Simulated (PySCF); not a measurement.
**GeSiH6O (SMILES O[SiH2][GeH3]) at 6 levels**

We compute a comparison of 6 runs (HF/STO-3G, HF/3-21G, HF/def2-SVP, B3LYP/6-31G*, PBE0/def2-SVP) of GeSiH6O. 

The results are computed with PySCF 2.14.0.

### 1 The molecule

GeSiH6O has 9 atoms, charge 0, and is taken as a singlet. SMILES: `O[SiH2][GeH3]`. Geometry: relaxed at PBE0-D4/def2-TZVP. This is one conformer, not always the lowest.

Bond lengths: O1–Si2 1.653 Å, Si2–Ge3 2.375 Å, O1–H4 0.958 Å, Si2–H5 1.492 Å, Si2–H6 1.492 Å, Ge3–H7 1.539 Å, Ge3–H8 1.537 Å, Ge3–H9 1.537 Å. Some angles: O1–Si2–Ge3 106.7°, O1–Si2–H5 111.2°, O1–Si2–H6 111.2°, Ge3–Si2–H5 110.4°, Ge3–Si2–H6 110.4°, Si2–O1–H4 117.7°, Si2–Ge3–H7 109.5°, Si2–Ge3–H8 111.1°, Si2–Ge3–H9 111.1°, H5–Si2–H6 106.9°.

### 2 Energy and gradient at HF/STO-3G (run 1)

job.py

```python
from pyscf import gto

system = gto.Mole()
system.atom = '''
O     -3.211023     0.818062    -1.580189
Si    -0.159871     1.322808    -1.145174
Ge     1.254211    -1.770862     1.781823
H     -4.090879     1.916182    -2.720450
H      1.266494     1.109080    -3.567047
H      0.313695     3.914190    -0.141540
H      4.097304    -1.410681     2.279199
H      0.845841    -4.453896     0.746442
H     -0.148532    -1.532190     4.314245
'''
system.verbose = 4
system.unit = 'bohr'
system.basis = 'sto-3g'
system.charge = 0
system.spin = 0
system.max_memory = 1860
system.build()

mf = system.RHF()
mf.conv_tol = 1e-10
mf.kernel()
if not mf.converged:
    mf = mf.newton().run(mf.mo_coeff, mf.mo_occ)

e_final = mf.e_tot
print('E = %.10f Eh' % e_final)
grad = mf.nuc_grad_method().kernel()
mf.analyze()
```

The run is started by

```
$ OMP_NUM_THREADS=1 python job.py
```

The log of the run:

```text
PySCF version 2.14.0

[... 61 lines left out ...]
converged SCF energy = -2414.71602779962
[... 16 lines left out ...]
Two-electron Energy =                 1229.085761532962579
[... 5 lines left out ...]
MO #2   energy= -67.9977191813866  occ= 2
[... 3 lines left out ...]
MO #6   energy= -45.4329563756556  occ= 2
[... 3 lines left out ...]
MO #10  energy= -4.49758300771342  occ= 2
[... 3 lines left out ...]
MO #14  energy= -4.00451422040461  occ= 2
[... 3 lines left out ...]
MO #18  energy= -0.641942405552052 occ= 2
[... 3 lines left out ...]
MO #22  energy= -0.634342657316702 occ= 2
[... 3 lines left out ...]
MO #26  energy= -0.406289091259391 occ= 2
[... 3 lines left out ...]
MO #30  energy= -0.31652676783633  occ= 2
[... 3 lines left out ...]
MO #34  energy= 0.526843777986632  occ= 0
[... 3 lines left out ...]
MO #38  energy= 0.751796555779494  occ= 0
[... 11 lines left out ...]
pop of  1 Si 2py          1.99888
pop of  1 Si 2pz          1.99891
pop of  1 Si 3px          0.63740
pop of  1 Si 3py          0.81161
pop of  1 Si 3pz          0.81186
pop of  2 Ge 1s           2.00000
pop of  2 Ge 2s           1.99993
pop of  2 Ge 3s           1.99995
pop of  2 Ge 4s           1.17344
pop of  2 Ge 2px          1.99999
pop of  2 Ge 2py          2.00000
pop of  2 Ge 2pz          2.00000
pop of  2 Ge 3px          1.99885
pop of  2 Ge 3py          1.99884
pop of  2 Ge 3pz          1.99884
pop of  2 Ge 4px          0.84787
pop of  2 Ge 4py          0.87887
pop of  2 Ge 4pz          0.87559
pop of  2 Ge 3dxy         1.99736
pop of  2 Ge 3dyz         1.99044
pop of  2 Ge 3dz^2        1.98806
pop of  2 Ge 3dxz         1.98888
pop of  2 Ge 3dx2-y2      1.97927
pop of  3 H 1s            0.87754
pop of  4 H 1s            1.15867
pop of  5 H 1s            1.15869
pop of  6 H 1s            1.11152
pop of  7 H 1s            1.10754
pop of  8 H 1s            1.10755
 ** Mulliken atomic charges  **
charge of    0O =     -0.37743
charge of    1Si =      0.61513
charge of    2Ge =      0.28382
charge of    3H =      0.12246
charge of    4H =     -0.15867
charge of    5H =     -0.15869
charge of    6H =     -0.11152
charge of    7H =     -0.10754
charge of    8H =     -0.10755
Dipole moment(X, Y, Z, Debye):  0.31032,  1.05334, -0.77427
```

Run time: 6.7 s. Hardware: 1 thread of Intel Xeon at 2.50GHz (Skylake/Cascade Lake), shared host; peak memory 0.12 GiB.

### 3 Energy and gradient at HF/3-21G (run 2)

calc.py

```python
import pyscf.grad
from pyscf import gto

mol = gto.M(
    atom=[
    ('O', (-1.699200, 0.432900, -0.836200)),
    ('Si', (-0.084600, 0.700000, -0.606000)),
    ('Ge', (0.663700, -0.937100, 0.942900)),
    ('H', (-2.164800, 1.014000, -1.439600)),
    ('H', (0.670200, 0.586900, -1.887600)),
    ('H', (0.166000, 2.071300, -0.074900)),
    ('H', (2.168200, -0.746500, 1.206100)),
    ('H', (0.447600, -2.356900, 0.395000)),
    ('H', (-0.078600, -0.810800, 2.283000)),
],
    basis='3-21g',
    max_memory=1860,
    verbose=4,
)

hf = mol.RHF()
hf.conv_tol = 1e-10
hf.kernel()
if not hf.converged:
    hf = hf.newton().run(hf.mo_coeff, hf.mo_occ)

energy = hf.e_tot
print('E(%s) = %.9f' % ('HF', energy))
grad = hf.Gradients().kernel()
hf.analyze()
```

The run is started by

```
$ OMP_NUM_THREADS=1 python calc.py
```

The log of the run:

```text
PySCF version 2.14.0

[... 78 lines left out ...]
Nuclear Repulsion Energy =             258.156257154968330
[... 7 lines left out ...]
MO #2   energy= -68.3257150750883  occ= 2
[... 5 lines left out ...]
MO #8   energy= -7.13068621703475  occ= 2
[... 5 lines left out ...]
MO #14  energy= -4.22981008570765  occ= 2
[... 5 lines left out ...]
MO #20  energy= -1.53100082123576  occ= 2
[... 5 lines left out ...]
MO #26  energy= -0.518495480068579 occ= 2
[... 5 lines left out ...]
MO #32  energy= 0.164901997134655  occ= 0
[... 5 lines left out ...]
MO #38  energy= 0.330299723628973  occ= 0
[... 5 lines left out ...]
MO #44  energy= 0.51139692612523   occ= 0
[... 5 lines left out ...]
MO #50  energy= 1.36109832935684   occ= 0
[... 5 lines left out ...]
MO #56  energy= 3.12810364011304   occ= 0
[... 29 lines left out ...]
pop of  2 Ge 2px          1.99999
pop of  2 Ge 2py          1.99999
pop of  2 Ge 2pz          1.99999
pop of  2 Ge 3px          1.99989
pop of  2 Ge 3py          1.99989
pop of  2 Ge 3pz          1.99989
pop of  2 Ge 4px          0.84549
pop of  2 Ge 4py          0.88276
pop of  2 Ge 4pz          0.87719
pop of  2 Ge 5px          0.01005
pop of  2 Ge 5py          0.00964
pop of  2 Ge 5pz          0.00978
pop of  2 Ge 3dxy         1.99886
pop of  2 Ge 3dyz         1.99696
pop of  2 Ge 3dz^2        1.99703
pop of  2 Ge 3dxz         1.99700
pop of  2 Ge 3dx2-y2      1.99506
pop of  3 H 1s            0.68677
pop of  3 H 2s            0.01060
pop of  4 H 1s            1.13359
pop of  4 H 2s            0.00327
pop of  5 H 1s            1.13360
pop of  5 H 2s            0.00327
pop of  6 H 1s            1.09936
pop of  6 H 2s            0.00116
pop of  7 H 1s            1.08939
pop of  7 H 2s            0.00095
pop of  8 H 1s            1.08939
pop of  8 H 2s            0.00095
 ** Mulliken atomic charges  **
charge of    0O =     -0.69756
charge of    1Si =      0.65725
charge of    2Ge =      0.29260
charge of    3H =      0.30263
charge of    4H =     -0.13686
charge of    5H =     -0.13687
charge of    6H =     -0.10051
charge of    7H =     -0.09034
charge of    8H =     -0.09034
Dipole moment(X, Y, Z, Debye):  0.04914,  1.33770, -1.07842
```

Run time: 7.2 s. Hardware: 1 thread of Intel Xeon at 2.50GHz (Skylake/Cascade Lake), shared host; peak memory 0.13 GiB.

Runs 3 to 5 aren't shown in full; the table further down has their settings and results.

### 4 Energy and forces at PBE0/def2-SVP (run 6)

job.py

```python
# O[SiH2][GeH3]
from pyscf import gto, dft

system = gto.M(
    atom='''
O       -1.699200       0.432900      -0.836200
Si      -0.084600       0.700000      -0.606000
Ge       0.663700      -0.937100       0.942900
H       -2.164800       1.014000      -1.439600
H        0.670200       0.586900      -1.887600
H        0.166000       2.071300      -0.074900
H        2.168200      -0.746500       1.206100
H        0.447600      -2.356900       0.395000
H       -0.078600      -0.810800       2.283000
''',
    verbose=3,
    basis='def2-svp',
    max_memory=1860,
)

mf = dft.RKS(system)
mf.xc = 'pbe0'
mf.grids.level = 5
mf.conv_tol = 1e-10
mf.kernel()
if not mf.converged:
    mf = mf.newton().run(mf.mo_coeff, mf.mo_occ)

e_tot = mf.e_tot
print(f'total energy: {e_tot:.8f} hartree')
grad = mf.nuc_grad_method().kernel()
mf.analyze()
```

The run is started by

```
$ OMP_NUM_THREADS=1 python job.py
```

The log of the run:

```text
converged SCF energy = -2444.46975178386
[... 15 lines left out ...]
MO #6   energy= -44.3849395314294  occ= 2
[... 7 lines left out ...]
MO #14  energy= -3.68922374044177  occ= 2
[... 7 lines left out ...]
MO #22  energy= -0.600523091213116 occ= 2
[... 7 lines left out ...]
MO #30  energy= -0.295214765879859 occ= 2
[... 7 lines left out ...]
MO #38  energy= 0.121820313794109  occ= 0
[... 7 lines left out ...]
MO #46  energy= 0.403246134654343  occ= 0
[... 7 lines left out ...]
MO #54  energy= 0.573296815855619  occ= 0
[... 7 lines left out ...]
MO #62  energy= 0.982789163126747  occ= 0
[... 7 lines left out ...]
MO #70  energy= 1.50253602913208   occ= 0
[... 7 lines left out ...]
MO #78  energy= 1.77060249245367   occ= 0
[... 7 lines left out ...]
MO #86  energy= 2.49717845816598   occ= 0
[... 7 lines left out ...]
MO #94  energy= 3.70763695516616   occ= 0
[... 10 lines left out ...]
Dipole moment(X, Y, Z, Debye): -0.35880,  1.07425, -0.97678
```

Run time: 92 s. Hardware: 1 thread of Intel Xeon at 2.50GHz (Skylake/Cascade Lake), shared host; peak memory 0.92 GiB.

### 5 All runs side by side

```csv
run,level,integration grid,Cartesian functions,energy (Eh),dipole moment (D),HOMO energy (eV),LUMO energy (eV),wall time
1,HF/STO-3G,–,no,-2414.716028,1.34,-8.61,10.91,6.7 s
2,HF/3-21G,–,no,-2430.666055,1.72,-10.65,3.47,7.2 s
3,HF/def2-SVP,–,no,-2442.269771,1.64,-10.76,3.39,28 s
4,B3LYP/6-31G* (spherical functions),5,no,-2445.108033,1.59,-7.72,-0.09,73 s
5,B3LYP/6-31G* (Cartesian functions),5,yes,-2445.116197,1.60,-7.73,-0.13,77 s
6,PBE0/def2-SVP,5,no,-2444.469752,1.50,-8.03,0.12,92 s
```

### 6 Results

```
                       quantity           value
            run 6: total energy  -2444.46975 Eh
           run 6: dipole moment          1.50 D
             run 6: HOMO energy        -8.03 eV
             run 6: LUMO energy         0.12 eV
           run 6: HOMO–LUMO gap         8.15 eV
run 6: largest force on an atom      0.555 eV/Å
```

**Reading.** The dipole moment (its size) runs from 1.34 D (HF/STO-3G) to 1.72 D (HF/3-21G). The HOMO–LUMO gap runs from 7.60 eV (B3LYP/6-31G*) to 19.52 eV (HF/STO-3G). The two ends differ in method and basis. Totals of different functionals can't be ranked against each other. In run 1 the basis is minimal, so the values are rough. All runs together took 4.7 min, the longest 92 s.
